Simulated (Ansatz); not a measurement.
# CuAgS2: the cost of one run

Computed with Ansatz 0.2.0 (DFT r²SCAN+U (U_eff = 4 eV on Cu d), plane waves, PAW, unless a step's input says otherwise).

### Step 1. The structure to begin with

It takes space group R-3m (No. 166, trigonal). The conventional cell has a = 3.597 Å, b = 3.597 Å, c = 19.589 Å, α = 90.00°, β = 90.00°, γ = 120.00°. Ag (site symmetry -3m) is surrounded by 6 S at 2.86 Å. Cu (site symmetry -3m) is surrounded by 6 S at 2.45 Å. Around S (site symmetry 3m) lie 3 Cu at 2.45 Å and 3 Ag at 2.86 Å.

Structure file:

```
CELL_PARAMETERS angstrom
1.79859 1.03842 6.52956
-1.79859 1.03842 6.52956
0.00000 -2.07683 6.52956
ATOMIC_POSITIONS crystal
Ag 0.50000 0.50000 0.50000
Cu 0.00000 0.00000 0.00000
S 0.26670 0.26670 0.26670
S 0.73330 0.73330 0.73330
```

Magnetic order typed: ferromagnetic.

### Step 2. From atoms, symmetry kept, no search

Contents of input.yaml:

```yaml
crystal:
  lattice:
    - [1.79858834, 1.03841547, 6.52956203]
    - [-1.79858834, 1.03841547, 6.52956203]
    - [0.0, -2.07683093, 6.52956203]
  atoms:
    - { symbol: Ag, position: [0.5, 0.5, 0.5] }
    - { symbol: Cu, position: [0.0, 0.0, 0.0], spin: 2.0 }
    - { symbol: S, position: [0.2667, 0.2667, 0.2667] }
    - { symbol: S, position: [0.7333, 0.7333, 0.7333] }
basis:
  ecutwfc: 500
  ecutrho_ratio: 4
kpoints:
  mp_grid: { grid: [6, 6, 6] }
hamiltonian:
  xc: r2scan
  hubbard: { sites: [{ site: 1, l: d, u_eff: 4.0 }] }
scf:
  occupations: { method: gaussian, width: 0.05 }
  lower_state_search: "off"
  max_iter: 150
output:
  forces: true
  stress: true
  eigenvalues: true
  populations: true
  hubbard: { sites: [{ site: 1, l: d }] }
magnetization:
  spin_polarized: true
```

On the command line:

```bash
ansatz run input.yaml --threads 4 --pin off --max-ram 6144MiB --backend cpu --events-out ev --progress --plain --runs-dir out
```

**Question.** How long does this run take on 4 threads of Arm Neoverse N1, shared host, and how much memory does it need?

About 33 s, with a peak of 0.72 GiB.
